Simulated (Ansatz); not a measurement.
**CH6NOSi radical: how energies converge with the basis set**

One table from this session's results is given with a row withheld; the runs are named, their logs left out.

Computed with Ansatz 0.2.0, Gaussian basis. Level: one geometry, several basis sets.

Levels to be run: PBE0-D4/def2-SVP; ωB97M-V/def2-SVP; PBE0-D4/def2-QZVPP; ωB97M-V/def2-QZVPP; the functionals' def2-TZVPP values are taken from earlier runs.

### The geometry

An earlier PBE0-D4 in a triple-zeta def2 set relaxation fixed the geometry.

10 atoms, charge 0, spin multiplicity 2.

Atoms are counted from 1 here; the program's logs count them from 0.

Bond lengths: C1–Si2 1.857 Å, C1–H5 1.092 Å, C1–H6 1.092 Å, C1–H7 1.093 Å, Si2–N3 1.747 Å, Si2–O4 1.642 Å, Si2–H8 1.496 Å, N3–H9 1.022 Å, O4–H10 0.958 Å. Angles: Si2–C1–H5 110.7°, Si2–C1–H6 111.1°, Si2–C1–H7 109.8°, H5–C1–H6 108.7°, H5–C1–H7 108.1°, H6–C1–H7 108.3°, C1–Si2–N3 114.3°, C1–Si2–O4 106.5°, C1–Si2–H8 111.4°, N3–Si2–O4 109.0°, N3–Si2–H8 104.6°, O4–Si2–H8 111.0°, Si2–N3–H9 114.1°, Si2–O4–H10 116.9°.

The first run:

in.yaml

```yaml
crystal:
  periodic: [false, false, false]
  atoms:
    - {symbol: C, position_ang: [0.075618, 1.321824, 0.308134]}
    - {symbol: Si, position_ang: [-0.277069, -0.455136, -0.101768]}
    - {symbol: N, position_ang: [0.904814, -1.199257, -1.150630]}
    - {symbol: O, position_ang: [-0.310081, -1.266333, 1.325077]}
    - {symbol: H, position_ang: [1.069039, 1.426169, 0.749756]}
    - {symbol: H, position_ang: [0.021547, 1.949769, -0.583939]}
    - {symbol: H, position_ang: [-0.657185, 1.688318, 1.031144]}
    - {symbol: H, position_ang: [-1.574178, -0.600255, -0.831843]}
    - {symbol: H, position_ang: [1.061018, -0.695841, -2.025882]}
    - {symbol: H, position_ang: [-0.230426, -2.220459, 1.282953]}
basis:
  gaussian: {orbitals: def2-SVP}
magnetization: {spin_polarized: true, initial_magnetization: 1}
hamiltonian: {xc: pbe0, dispersion: d4}
output: {orbitals: {seedname: orbitals}}
```

On the command line:

```sh
> ansatz run in.yaml --threads 4 --pin off --events-out ev --progress --plain --max-ram 10444MiB
```

Among the steps run: PBE0-D4 in def2-SVP; ωB97M-V in def2-SVP; PBE0-D4 in def2-QZVPP; ωB97M-V in def2-QZVPP.

One table of the session follows, with a row left open; its other results are not shown here.

It belongs to the step «Density functionals: the series». 

```
functional       basis  HOMO (eV)  LUMO (eV)
   PBE0-D4    def2-SVP          ?          ?
   PBE0-D4  def2-TZVPP      -7.86      -3.23
   PBE0-D4  def2-QZVPP      -7.91      -3.30
   ωB97M-V    def2-SVP      -9.93      -0.79
   ωB97M-V  def2-TZVPP     -10.24      -1.20
   ωB97M-V  def2-QZVPP     -10.28      -1.29
```

**Question.** Estimate the row for PBE0-D4, def2-SVP.

As computed: HOMO (eV): -7.58; LUMO (eV): -2.93. In the column «HOMO (eV)» it is the highest.
